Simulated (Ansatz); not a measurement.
SiSe:

```
Si Se
1.0
     3.59520    0.00000    0.00000
    -1.79760    3.11353    0.00000
     0.00000    0.00000    3.59873
Si Se
1 1
Direct
  0.66667 0.33333 0.50000
  0.00000 0.00000 0.00000
```

The cell was built by a generator and needn't be a form met in nature.

```yaml
Program: Ansatz 0.2.0
Task: relaxation of cell and atoms
Functional: HSEsol
Potentials_or_basis: Ansatz PAW
Cutoff: "420 eV (not typed: the program's choice for these potentials)"
k_mesh: 5 × 5 × 4
Occupations: fermi-dirac, width 0.05 eV
Spin: no spin polarisation
```

At the start: volume 20.14 Å³/atom.

Task: Where does the relaxation end?

Result: It ends after 5 steps and the volume is 18.92 Å³/atom (-6.1 %); space group P-6m2 (No. 187, to 0.05 Å).

The path:
```csv
step,energy change (eV),largest force (eV/Å),volume (Å³)
1,0.0000,0.0000,40.28
2,-0.0248,0.0000,36.87
3,-0.0345,0.0000,37.93
4,-0.0346,0.0000,37.83
5,-0.0342,0.0000,37.83
```

Final structure:
```
Si Se
1.0
     3.51128    0.00000    0.00000
    -1.75564    3.04086    0.00000
     0.00000    0.00000    3.54341
Si Se
1 1
Direct
  0.66667 0.33333 0.50000
  0.00000 0.00000 0.00000
```

Caveat: the k mesh is coarse (spacing up to 0.44 Å⁻¹), so the values aren't converged, least of all with exact exchange; the plane-wave basis is chosen anew once the cell has moved, so the energies of steps on either side of that aren't comparable; the PAW data sets come from PBE, with cores solved anew for the run's functional, which leaves a small shift of forces and pressure.
